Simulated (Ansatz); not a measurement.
# CH4B2O: functionals against CCSD(T) at one geometry

The task here is to estimate one member of a computed series from the others.

The runs use Ansatz 0.2.0, Gaussian basis; single points in def2-TZVPP.

Correlated methods freeze the cores.

### Starting geometry

SMILES `BOB=C`, 8 atoms, charge 0, spin multiplicity 1.

Atoms are counted from 1 here; the program's logs count them from 0.

Bond lengths: B1–O2 1.351 Å, B1–H5 1.154 Å, B1–H6 1.238 Å, O2–B3 1.332 Å, B3–C4 1.432 Å, C4–H7 0.951 Å, C4–H8 1.229 Å. Angles: O2–B1–H5 122.5°, O2–B1–H6 115.9°, H5–B1–H6 121.4°, B1–O2–B3 173.3°, O2–B3–C4 173.6°, B3–C4–H7 125.1°, B3–C4–H8 126.5°, H7–C4–H8 108.4°.

Geometry (Å):

```
B    -1.5393   -1.3135    0.4147
O    -0.4982   -0.5321    0.0517
B     0.4478    0.3570   -0.2479
C     1.4798    1.3357   -0.4124
H    -2.6125   -0.9044    0.5250
H    -1.2569   -2.4768    0.7308
H     1.3345    2.2653   -0.5475
H     2.6895    1.1228   -0.4455
```

Set-up of the first run:

File run/in.yaml:

```yaml
crystal:
  periodic: [false, false, false]
  atoms:
    - {symbol: B, position_ang: [-1.539300, -1.313500, 0.414700]}
    - {symbol: O, position_ang: [-0.498200, -0.532100, 0.051700]}
    - {symbol: B, position_ang: [0.447800, 0.357000, -0.247900]}
    - {symbol: C, position_ang: [1.479800, 1.335700, -0.412400]}
    - {symbol: H, position_ang: [-2.612500, -0.904400, 0.525000]}
    - {symbol: H, position_ang: [-1.256900, -2.476800, 0.730800]}
    - {symbol: H, position_ang: [1.334500, 2.265300, -0.547500]}
    - {symbol: H, position_ang: [2.689500, 1.122800, -0.445500]}
basis:
  gaussian: {orbitals: def2-TZVPP}
correlation: {method: ccsd_t}
output: {forces: true}
```

The command line of these runs was not kept.

Steps of the session up to this table: CCSD(T)/def2-TZVPP; PBE0-D4/def2-TZVPP; wB97M-V/def2-TZVPP; r2SCAN-D4/def2-TZVPP; PBE-D4/def2-TZVPP; CAM-B3LYP-D4/def2-TZVPP; BHLYP-D4/def2-TZVPP.

One of the session's tables, all rows but one given; the rest of the session is left out.

```
      method  RMS force component (eV/Å)  angle to CCSD(T) forces (°)  dipole (D)
     CCSD(T)                       2.442                    reference        1.32
     PBE0-D4                       2.491                          3.4        1.20
     wB97M-V                       2.458                          3.4        1.44
   r2SCAN-D4                       2.464                          2.9        1.04
      PBE-D4                       2.475                          3.2        0.79
CAM-B3LYP-D4                           ?                            ?           ?
    BHLYP-D4                       2.457                          4.7        1.51
```

Q: Estimate the row for CAM-B3LYP-D4 from the others.

As computed: RMS force component (eV/Å): 2.470; angle to CCSD(T) forces (°): 4.1; dipole (D): 1.39. In the column «RMS force component (eV/Å)» it lies between r2SCAN-D4 (2.464) and PBE-D4 (2.475).
